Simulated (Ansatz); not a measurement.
Molecular dynamics of Cs

Input file:

```yaml
accuracy: low
crystal:
  lattice:
    - [11.038514, 0.0, 0.0]
    - [0.0, 10.051682, 0.0]
    - [0.0, 0.0, 17.97615]
  atoms:
    - { symbol: Cs, position: [0.41323203, 0.31987436, 0.38628957] }
    - { symbol: Cs, position: [0.24320826, 0.59429773, 0.18435901] }
    - { symbol: Cs, position: [0.45867922, 0.1488794, 0.17037667] }
    - { symbol: Cs, position: [0.14071551, 0.91037718, 0.38449703] }
    - { symbol: Cs, position: [0.36981725, 0.39250406, 0.86743148] }
    - { symbol: Cs, position: [0.11348399, 0.63052738, 0.64068692] }
    - { symbol: Cs, position: [0.47356494, 0.10638651, 0.67466328] }
    - { symbol: Cs, position: [0.20766922, 0.89061951, 0.92477361] }
    - { symbol: Cs, position: [0.92695278, 0.43478048, 0.39196089] }
    - { symbol: Cs, position: [0.63627695, 0.62584591, 0.06873276] }
    - { symbol: Cs, position: [0.83402196, 0.21463083, 0.13240766] }
    - { symbol: Cs, position: [0.63477971, 0.83285307, 0.36032711] }
    - { symbol: Cs, position: [0.88426678, 0.37994762, 0.88779379] }
    - { symbol: Cs, position: [0.65293678, 0.59588205, 0.66556702] }
    - { symbol: Cs, position: [0.92338763, 0.11543229, 0.64727533] }
    - { symbol: Cs, position: [0.59687288, 0.92213016, 0.90113759] }
basis:
  ecutwfc: 500.0
kpoints:
  mp_grid: { grid: [1, 1, 1] }
hamiltonian:
  xc: r2scan
  dispersion: d3bj
scf:
  occupations: { method: fermi_dirac, width: 0.16 }
  lower_state_search: "off"
md:
  timestep: 4.5
  n_steps: 260
  ensemble: npt_langevin
  temperature: 1260.0
  initial_velocities: maxwell_boltzmann
  seed: 694816
  friction: 0.01
  pressure: 5.0
  fix_cell: [shape]
```

Launched with:

```bash
$ ansatz run input.yaml --threads 4 --pin off --max-ram 10240MiB --backend cpu --events-out ev --progress --plain --runs-dir out
```

It goes on from the last frame of an earlier run, with new velocities.

Output, in part (step lines):

```
md step     0: t =     0.00 fs  T =  1181.3 K  F+E_penalty+E_count = -90973.98182059 eV  E_kin = 2.443014 eV  conserved = -90910.11863587 eV  P_inst = 0.1315 GPa  V = 1994.5551 Å³  selection 1  (17 SCF iters)
md step     1: t =     4.50 fs  T =  1321.4 K  F+E_penalty+E_count = -90973.97332370 eV  E_kin = 2.732967 eV  conserved = -90910.11870066 eV  P_inst = 0.1471 GPa  V = 1994.1555 Å³  selection 1  (10 SCF iters)
md step     2: t =     9.00 fs  T =  1236.6 K  F+E_penalty+E_count = -90973.96152720 eV  E_kin = 2.557535 eV  conserved = -90910.11863247 eV  P_inst = 0.1392 GPa  V = 1992.5676 Å³  selection 1  (11 SCF iters)
md step     3: t =    13.50 fs  T =  1215.3 K  F+E_penalty+E_count = -90973.94925701 eV  E_kin = 2.513487 eV  conserved = -90910.11863006 eV  P_inst = 0.1393 GPa  V = 1989.7920 Å³  selection 1  (11 SCF iters)
md step     4: t =    18.00 fs  T =  1052.3 K  F+E_penalty+E_count = -90973.93856889 eV  E_kin = 2.176320 eV  conserved = -90910.11857458 eV  P_inst = 0.1247 GPa  V = 1985.3334 Å³  selection 1  (10 SCF iters)
md step     5: t =    22.50 fs  T =  1123.2 K  F+E_penalty+E_count = -90973.92902888 eV  E_kin = 2.322979 eV  conserved = -90910.11867383 eV  P_inst = 0.1377 GPa  V = 1978.2521 Å³  selection 1  (7 SCF iters)
md step     6: t =    27.00 fs  T =  1339.8 K  F+E_penalty+E_count = -90973.91808082 eV  E_kin = 2.770908 eV  conserved = -90910.11889741 eV  P_inst = 0.1689 GPa  V = 1968.7579 Å³  selection 1  (7 SCF iters)
md step     7: t =    31.50 fs  T =  1310.1 K  F+E_penalty+E_count = -90973.90173528 eV  E_kin = 2.709592 eV  conserved = -90910.11894596 eV  P_inst = 0.1746 GPa  V = 1957.5228 Å³  selection 1  (7 SCF iters)
[... lines left out ...]
```

The steps, from the saved trajectory:

| time (fs) | T (K) | potential energy less start (eV) | conserved less start (meV/atom) | P (GPa) | volume (Å³) |
| --- | --- | --- | --- | --- | --- |
| 0 | 1181 | 0.000 | 0.00 | 0.1 | 1994.6 |
| 36 | 1298 | 0.098 | -0.03 | 0.2 | 1944.8 |
| 72 | 1552 | 0.276 | -0.09 | 0.3 | 1806.2 |
| 108 | 1735 | 0.750 | -0.09 | 0.6 | 1634.8 |
| 144 | 1649 | 1.448 | -0.09 | 0.8 | 1483.8 |
| 180 | 1378 | 2.401 | -0.10 | 1.1 | 1346.3 |
| 216 | 936 | 3.464 | -0.03 | 1.5 | 1206.9 |
| 252 | 1097 | 3.876 | -0.02 | 1.9 | 1103.0 |
| 288 | 1554 | 4.096 | -0.04 | 2.3 | 1018.4 |
| 324 | 1557 | 4.486 | 0.00 | 2.7 | 955.4 |
| 360 | 1555 | 4.889 | 0.01 | 3.1 | 910.8 |
| 396 | 1499 | 6.019 | 0.00 | 3.8 | 866.9 |
| 432 | 1301 | 6.736 | 0.08 | 4.4 | 833.5 |
| 468 | 1343 | 6.917 | 0.09 | 4.8 | 804.1 |
| 504 | 1975 | 6.692 | 0.06 | 5.1 | 780.4 |
| 540 | 2002 | 6.015 | 0.03 | 4.9 | 776.1 |
| 576 | 1212 | 5.972 | 0.14 | 4.7 | 775.6 |
| 612 | 1158 | 5.581 | 0.17 | 4.5 | 777.3 |
| 648 | 1473 | 5.510 | 0.12 | 4.6 | 769.9 |
| 684 | 1805 | 5.833 | 0.07 | 4.9 | 759.4 |
| 720 | 866 | 6.579 | 0.19 | 5.1 | 753.5 |
| 756 | 1006 | 6.530 | 0.16 | 5.1 | 751.9 |
| 792 | 1454 | 5.857 | 0.10 | 4.9 | 753.0 |
| 828 | 1331 | 5.882 | 0.12 | 4.9 | 753.6 |
| 864 | 1157 | 5.871 | 0.16 | 4.8 | 755.2 |
| 900 | 1596 | 6.128 | 0.12 | 5.0 | 754.8 |
| 936 | 1150 | 7.027 | 0.16 | 5.4 | 747.0 |
| 972 | 1030 | 7.980 | 0.17 | 5.9 | 739.7 |
| 1008 | 1131 | 8.345 | 0.16 | 6.1 | 736.1 |
| 1044 | 1389 | 8.174 | 0.12 | 6.1 | 732.9 |
| 1080 | 1592 | 8.169 | 0.08 | 6.1 | 732.1 |
| 1116 | 1203 | 8.194 | 0.17 | 5.9 | 740.4 |
| 1152 | 1408 | 7.349 | 0.10 | 5.5 | 752.7 |

All steps were run. The conserved energy stayed within 0.22 meV per atom of its start (net change 0.089 meV per atom), so the integration is sound. A run of 1.2 ps of so small a system gives no equilibrium averages. Limits of this set-up: coarse k mesh, low accuracy level. The cell's volume went from 1995 to 758 Å³.

Mean squared displacements from the first frame to the last, about the centre of mass, the cell's change included: Cs 4.74 Å².

Last frame:

```xyz
16
Lattice="7.9943 0.0000 0.0000 0.0000 7.2796 0.0000 0.0000 0.0000 13.0187" Properties=species:S:1:pos:R:3
Cs 3.396 2.504 5.240
Cs 1.618 5.120 2.095
Cs 2.808 1.712 2.071
Cs 1.312 6.983 5.473
Cs 1.013 2.849 12.153
Cs 0.350 4.649 8.806
Cs 3.127 1.177 8.982
Cs 1.690 6.357 11.452
Cs 8.162 3.451 4.965
Cs 5.673 4.784 1.888
Cs 6.109 1.342 2.433
Cs 5.514 6.543 5.655
Cs 5.438 2.400 11.995
Cs 4.206 4.325 8.057
Cs 6.648 1.409 7.968
Cs 5.947 6.505 11.990
```

The run took 17 min on 4 threads of AMD EPYC 9R45 96-Core Processor (Zen 5), with other jobs on the host, peak memory 3 GiB.
